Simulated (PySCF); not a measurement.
# B: basis, grid and Hamiltonian

Aim: see how much the energy and properties of B depend on the numerical set-up.

Computed with PySCF 2.14.0. Level: method and basis as typed in the scripts.

**1. The atom**

B: 1 atom, charge 0, spin multiplicity 2.

**2. The run that the others are compared with**

Contents of input.py:

```python
from pyscf import gto, dft

mol = gto.M(
    atom='B 0 0 0',
    basis='pcseg-2',
    charge=0,
    spin=1,
    symmetry=True,
    verbose=4,
)
mf = dft.UKS(mol, xc='camb3lyp')
mf.kernel()
mf.dip_moment()
print('orbital energies (hartree):', [e[max(0, n-3):n+3].round(4) for e, n in zip(mf.mo_energy, mol.nelec)])
```

Started as:

```console
$ python input.py
```

Its log is not repeated here.

It gives: E(SCF) = -24.639420 Eh, 7 cycles, ⟨S²⟩ = 0.751.

**3. Minao**

Run 1 changes basis set: pcseg-2 → minao.

Contents of input.py:

```python
from pyscf import gto, dft

mol = gto.M(
    atom='B 0 0 0',
    basis='minao',
    charge=0,
    spin=1,
    symmetry=True,
    verbose=4,
)
mf = dft.UKS(mol, xc='camb3lyp')
mf.kernel()
mf.dip_moment()
print('orbital energies (hartree):', [e[max(0, n-3):n+3].round(4) for e, n in zip(mf.mo_energy, mol.nelec)])
```

Started as:

```console
$ python input.py
```

**4. 6-311++g****

Run 2 changes basis set: pcseg-2 → 6-311++g**.

input.py, as its differences from that of step 2:

```diff
@@ -4,3 +4,3 @@
     atom='B 0 0 0',
-    basis='pcseg-2',
+    basis='6-311++g**',
     charge=0,
```

**5. Cc-pcvtz**

Run 3 changes basis set: pcseg-2 → cc-pcvtz.

input.py, as its differences from that of step 2:

```diff
@@ -4,3 +4,3 @@
     atom='B 0 0 0',
-    basis='pcseg-2',
+    basis='cc-pcvtz',
     charge=0,
```

**6. Spin-free X2C on**

Run 4 changes spin-free X2C: off → on.

input.py, as its differences from that of step 2:

```diff
@@ -11,2 +11,3 @@
 mf = dft.UKS(mol, xc='camb3lyp')
+mf = mf.sfx2c1e()
 mf.kernel()
```

**7. 6-31g**

Run 5 changes basis set: pcseg-2 → 6-31g.

input.py, as its differences from that of step 2:

```diff
@@ -4,3 +4,3 @@
     atom='B 0 0 0',
-    basis='pcseg-2',
+    basis='6-31g',
     charge=0,
```

Q: Predict the outcome of this session. Wanted: for each run, E(SCF); from base; gap, α spin.

**Answer**, as computed:

| run | E(SCF) (hartree) | from base (eV) | cycles | gap, α spin (eV) | functions |
| --- | --- | --- | --- | --- | --- |
| base | -24.639420 | 0 | 7 | 5.41 | 30 |
| minao | -24.637330 | +0.0569 | 2 | 5.56 | 5 |
| 6-311++g** | -24.638084 | +0.0364 | 7 | 5.39 | 22 |
| cc-pcvtz | -24.639917 | -0.0135 | 7 | 5.46 | 43 |
| spin-free X2C on | -24.646283 | -0.1867 | 7 | 5.41 | 30 |
| 6-31g | -24.629349 | +0.2741 | 6 | 5.68 | 9 |

In words: Of the runs whose energies can be compared, “6-31g” moves the SCF energy most (+0.274 eV). minao (5 functions) gives an energy 0.06 eV higher than pcseg-2 (30). 6-311++g** (22 functions) gives an energy 0.04 eV higher than pcseg-2 (30). cc-pcvtz (43 functions) gives an energy 0.01 eV lower than pcseg-2 (30). Scalar relativity lowers the total energy by 0.19 eV, nearly all of it in the inner shells; a basis contracted without relativity catches only part of it. 6-31g (9 functions) gives an energy 0.27 eV higher than pcseg-2 (30).
